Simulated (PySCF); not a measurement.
# KI: bond curves at several levels of theory

One table from this session's results is given with a row withheld; the runs are named, their logs left out.

The runs use PySCF 2.14.0; K def2-TZVPP, I def2-TZVPP with ECP28, scalar-relativistic core potentials.

Set-up of the first run:

Settings of the job:

```
atoms                         : K, I
charge                        : 0
basis                         : K def2-TZVPP, I def2-TZVPP with ECP28
Hamiltonian                   : scalar-relativistic core potentials
basis functions               : 83
electrons treated             : 44
masses in u                   : 38.9637, 126.9045
levels                        : PBE0, PBE, r²SCAN, BLYP, BP86, revPBE, B3LYP, ωB97X, HF, MP2, SCS-MP2, CCSD, CCSD(T)
grid                          : 80 radial by 434 angular points
occupations                   : held fixed by the projection of orbital angular momentum
dissociation limit            : K + I, each in its ground configuration
starting distance in angstrom : 3.255
values of 2S to try           : 0, 2
```

Launch:

```bash
$ OMP_NUM_THREADS=1 python dia.py task.json out
```

Steps of the session up to this table: The job; PBE0 along the bond; Excited determinants; PBE (GGA); r²SCAN (meta-GGA); BLYP; BP86; revPBE; B3LYP; ωB97X (range-separated hybrid); RHF (mean field); MP2 and coupled cluster.

One of the session's tables, all rows but one given; the rest of the session is left out.

Energy (eV) from each level's lowest point:

```
R (Å)    RHF  RHF-MP2  RHF-SCS-MP2  RHF-CCSD  RHF-CCSD(T)
2.648  0.754    0.591        0.625       n/a          n/a
2.771  0.372    0.263        0.285     0.290        0.286
2.894  0.148    0.084        0.096     0.099        0.096
2.987  0.055    0.020        0.026     0.027        0.026
3.079  0.009    0.000        0.000     0.000        0.000
3.171      ?        ?            ?         ?            ?
3.295  0.028    0.066        0.056     0.054        0.056
3.449  0.109    0.171        0.155     0.152        0.156
3.633  0.243    0.328        0.307     0.304        0.308
3.880  0.452    0.557        0.532       n/a          n/a
```

**Question.** Estimate the row for R (Å) = 3.171.

Worked estimate for «RHF». A straight line through the neighbours (3.079, 0.009) and (3.295, 0.028) gives 0.009 + (0.028 − 0.009) × (3.171 − 3.079) / (3.295 − 3.079) = 0.017; a parabola fitted to 4 rows on both sides gives 0.003.

The run gave: RHF: 0.000; RHF-MP2: 0.013; RHF-SCS-MP2: 0.008; RHF-CCSD: 0.007; RHF-CCSD(T): 0.008. In «RHF» the line misses by +0.017 and the parabola by +0.003.
